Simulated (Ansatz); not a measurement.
Geometry optimisation, DFT PBE, scalar-relativistic, plane waves, PAW (Ansatz 0.2.0).

Input file:

```yaml
crystal:
  lattice:
    - [-4.1337, -4.1337, 0.0]
    - [4.1337, -4.1337, 0.0]
    - [0.0, 0.0, 5.3034]
  atoms:
    - { symbol: Si, position: [0.5, 0.5, 0.0] }
    - { symbol: Si, position: [0.0, 0.5, 0.25] }
    - { symbol: O, position: [0.1943, 0.5, 0.0] }
    - { symbol: O, position: [0.0, 0.1943, 0.25] }
    - { symbol: O, position: [0.8057, 0.5, 0.0] }
    - { symbol: O, position: [0.0, 0.8057, 0.25] }
    - { symbol: Si, position: [0.5, 0.5, 0.5] }
    - { symbol: Si, position: [0.0, 0.5, 0.75] }
    - { symbol: O, position: [0.1943, 0.5, 0.5] }
    - { symbol: O, position: [0.0, 0.1943, 0.75] }
    - { symbol: O, position: [0.8057, 0.5, 0.5] }
    - { symbol: O, position: [0.0, 0.8057, 0.75] }
    - { symbol: Si, position: [0.0, 0.0, 0.0] }
    - { symbol: Si, position: [0.5, 0.0, 0.25] }
    - { symbol: O, position: [0.6943, 0.0, 0.0] }
    - { symbol: O, position: [0.5, 0.6943, 0.25] }
    - { symbol: O, position: [0.3057, 0.0, 0.0] }
    - { symbol: O, position: [0.5, 0.3057, 0.25] }
    - { symbol: Si, position: [0.0, 0.0, 0.5] }
    - { symbol: Si, position: [0.5, 0.0, 0.75] }
    - { symbol: O, position: [0.6943, 0.0, 0.5] }
    - { symbol: O, position: [0.5, 0.6943, 0.75] }
    - { symbol: O, position: [0.3057, 0.0, 0.5] }
    - { symbol: O, position: [0.5, 0.3057, 0.75] }
    - { symbol: Li, position: [0.26033085, 0.25451852, 0.61845562] }
total_charge: 1
basis:
  ecutwfc: 420.0
kpoints:
  mp_grid: { grid: [2, 2, 2] }
hamiltonian:
  xc: pbe
scf:
  occupations: { method: gaussian, width: 0.02 }
  lower_state_search: "off"
relax:
  f_tol: 0.03
  max_steps: 60
  adjacent_minimum: "off"
```

Launched with:

```bash
$ ansatz run input.yaml --threads 1 --pin off --max-ram 3072MiB --backend cpu --events-out ev --progress --plain --runs-dir out
```

**Question.** Where does it end, and by what steps?

**Answer.** The forces met the threshold. The force dipped under the threshold on the way, but the program's further checks kept it going. Limits of this set-up: coarse k mesh, charged cell in a uniform background, uncorrected. After 10 steps the energy has fallen by 1.051 eV; Li25 moved furthest, 0.61 Å.

```csv
step,energy less start (eV),largest force component (eV/Å),accepted
0,0.0000,4.011,yes
1,-0.5074,2.569,yes
2,-0.8855,0.358,yes
3,-0.9200,0.448,yes
4,-0.9905,0.384,yes
5,-1.0512,0.026,yes
6,-1.0513,0.026,yes
7,-1.0498,0.084,no
8,-1.0513,0.033,yes
9,-1.0515,0.001,yes
10,-1.0515,0.001,yes
```

```xyz
25
Lattice="-4.1337 -4.1337 0.0000 4.1337 -4.1337 0.0000 0.0000 0.0000 5.3034" Properties=species:S:1:pos:R:3
Si -0.012 -4.103 0.025
Si 2.102 -2.081 1.332
O 1.285 -2.894 0.025
O 0.757 -0.865 1.397
O -1.314 -5.319 0.025
O 3.378 -3.279 1.318
Si 0.008 -4.263 2.677
Si 2.102 -2.081 4.021
O 1.383 -3.001 2.677
O 0.757 -0.865 3.957
O -1.282 -5.396 2.677
O 3.378 -3.279 4.036
Si 0.010 -0.036 0.025
Si -2.104 -2.058 1.332
O -2.821 -2.953 0.025
O 0.754 -4.993 1.318
O -1.287 -1.244 0.025
O -0.759 -3.273 1.397
Si -0.009 0.125 2.677
Si -2.104 -2.058 4.021
O -2.854 -2.876 2.677
O 0.754 -4.993 4.036
O -1.385 -1.138 2.677
O -0.759 -3.273 3.957
Li -0.001 -2.069 2.677
```

Whether the end is a true minimum wasn't checked by a vibrational analysis.

Time of the run: 46 s on 1 thread of AMD EPYC 7B13 (Zen 3), with other jobs on the host, peak memory 0.53 GiB.
